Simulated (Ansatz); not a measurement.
**C2H5BClF (SMILES BC(F)CCl) at r2SCAN/def2-SVP**

Aim: the energy change on altering one bond length of C2H5BClF at r2SCAN/def2-SVP, from 2 runs. 

The results are computed with Ansatz 0.2.0.

123 further runs of the same task are left out: 123 set aside as unsound or not needed.

### 1 The molecule

C2H5BClF: 10 atoms, total charge 0, spin state singlet. SMILES: `BC(F)CCl`. The shape is that of a PBE0-D4/def2-TZVP optimisation. This is one conformer, not always the lowest.

Bond lengths: B1–C2 1.558 Å, C2–F3 1.386 Å, C2–C4 1.509 Å, C4–Cl5 1.782 Å, B1–H6 1.192 Å, B1–H7 1.195 Å, C2–H8 1.109 Å, C4–H9 1.090 Å, C4–H10 1.089 Å. Some angles: B1–C2–F3 113.9°, B1–C2–C4 115.3°, F3–C2–C4 109.7°, C2–C4–Cl5 112.6°, B1–C2–H8 102.6°, F3–C2–H8 107.0°, C4–C2–H8 107.5°, C2–B1–H6 120.8°, C2–B1–H7 118.2°, C2–C4–H9 110.7°.

### 2 A single-point energy at r2SCAN/def2-SVP

job.yaml reads:

```yaml
crystal:
  periodic: [false, false, false]
  atoms:
    - {symbol: B, position_ang: [-1.309200, -0.711700, -0.281200]}
    - {symbol: C, position_ang: [0.178900, -0.496800, 0.126500]}
    - {symbol: F, position_ang: [0.520300, -1.080300, 1.336000]}
    - {symbol: C, position_ang: [0.655300, 0.934900, 0.100000]}
    - {symbol: Cl, position_ang: [2.428700, 1.067800, 0.206300]}
    - {symbol: H, position_ang: [-2.010300, -1.450800, 0.336900]}
    - {symbol: H, position_ang: [-1.707400, -0.172300, -1.270600]}
    - {symbol: H, position_ang: [0.728500, -1.046200, -0.665100]}
    - {symbol: H, position_ang: [0.248500, 1.491800, 0.943700]}
    - {symbol: H, position_ang: [0.349800, 1.412800, -0.829700]}
basis:
  gaussian:
    orbitals: def2-SVP
magnetization:
  spin_polarized: false
total_charge: 0
output: {orbitals: {seedname: orbitals}}
hamiltonian:
  xc: {name: r2SCAN}
accuracy: high
```

Run with:

```console
$ ansatz run job.yaml --threads 1 --pin off --max-ram 3480MiB --events-out events.jsonl --progress --plain --runs-dir runs
```

The log of the run:

```text
Warning: RAYON_NUM_THREADS=1 ignored (pool sized by the plan → 1); use --threads N
Functional definition: r2SCAN
  name "r2SCAN"
  parameter k0 = 0.174
  parameter k1 = 0.065
  parameter a1 = 4.9479
  exchange = r2scan_x(k0 = k0, k1 = k1, a1 = a1)
  correlation = r2scan_c
2335 factors; integrals over basis functions are off by at most 4.1e-9 eV
mean field evaluation 1: about -18054.4651 eV, gradient 3.9e1 eV
mean field evaluation 2: about -18051.8645 eV, gradient 5.0e1 eV
mean field evaluation 4: about -18058.3164 eV, gradient 2.4e0 eV
mean field evaluation 8: about -18058.3282 eV, gradient 1.9e-1 eV
mean field evaluation 16: about -18058.3283 eV, gradient 2.0e-5 eV
mean field -18058.32833283 eV, -663.6313258568 hartree, gradient 5.5e-8 eV, S^2 0.000000; 0 other end points of the search recorded, 0 dependent functions left out
reference -18058.32833352 eV, -663.6313258822 hartree; 24, 24 occupied and 75, 75 virtual orbitals, 2335 factors
Total energy: -18058.32833352 eV, -663.6313258822 hartree
```

Run time: 13 s. Hardware: 1 thread of Arm Neoverse V2, shared host; peak memory 0.34 GiB.

### 3 The distorted shape

molecule.yaml reads:

```yaml
crystal:
  periodic: [false, false, false]
  atoms:
    - {symbol: B, position_ang: [-1.391646, -0.629284, -0.162451]}
    - {symbol: C, position_ang: [0.096454, -0.414384, 0.245249]}
    - {symbol: F, position_ang: [0.437854, -0.997884, 1.454749]}
    - {symbol: C, position_ang: [0.572854, 1.017316, 0.218749]}
    - {symbol: Cl, position_ang: [2.346254, 1.150216, 0.325049]}
    - {symbol: H, position_ang: [-2.092746, -1.368384, 0.455649]}
    - {symbol: H, position_ang: [-1.789846, -0.089884, -1.151851]}
    - {symbol: H, position_ang: [0.728500, -1.046200, -0.665100]}
    - {symbol: H, position_ang: [0.166054, 1.574216, 1.062449]}
    - {symbol: H, position_ang: [0.267354, 1.495216, -0.710951]}
basis:
  gaussian:
    orbitals: def2-SVP
hamiltonian:
  xc: r2scan
accuracy: high
output:
  orbitals: {seedname: orbitals}
```

Run with:

```console
$ ansatz run molecule.yaml --threads 1 --pin off --max-ram 3480MiB --events-out events.jsonl --progress --plain --runs-dir runs
```

The log of the run (excerpt; [...] marks lines left out):

```text
Warning: RAYON_NUM_THREADS=1 ignored (pool sized by the plan → 1); use --threads N
[... 7 set-up lines as earlier in the session ...]
2340 factors; integrals over basis functions are off by at most 3.5e-9 eV
mean field evaluation 1: about -18054.2200 eV, gradient 3.9e1 eV
mean field evaluation 2: about -18051.1939 eV, gradient 5.1e1 eV
mean field evaluation 4: about -18058.0530 eV, gradient 2.3e0 eV
mean field evaluation 8: about -18058.0643 eV, gradient 1.6e-1 eV
mean field evaluation 16: about -18058.0644 eV, gradient 2.7e-5 eV
mean field -18058.06438494 eV, -663.6216259509 hartree, gradient 2.4e-8 eV, S^2 0.000000; 0 other end points of the search recorded, 0 dependent functions left out
reference -18058.06438564 eV, -663.6216259765 hartree; 24, 24 occupied and 75, 75 virtual orbitals, 2340 factors
Total energy: -18058.06438564 eV, -663.6216259765 hartree
```

It took 13 s on 1 thread of Arm Neoverse V2, shared host; peak memory 0.34 GiB.

### 4 Summary of results

Level: r2SCAN/def2-SVP.

| quantity | value |
| --- | --- |
| first shape: total energy | -663.63133 Eh |
| first shape: HOMO energy | -7.24 eV |
| first shape: LUMO energy | -2.68 eV |
| first shape: HOMO–LUMO gap | 4.56 eV |
| distorted shape: total energy | -663.62163 Eh |
| distorted shape: HOMO energy | -7.25 eV |
| distorted shape: LUMO energy | -2.70 eV |
| distorted shape: HOMO–LUMO gap | 4.54 eV |
| energy change with the C2–H8 bond stretched from 1.109 to 1.276 Å | 0.264 eV |

With the C2–H8 bond stretched from 1.109 to 1.276 Å the energy rises by 0.26 eV (25.5 kJ/mol). The first shape isn't relaxed at this level, so the change isn't measured from a minimum.
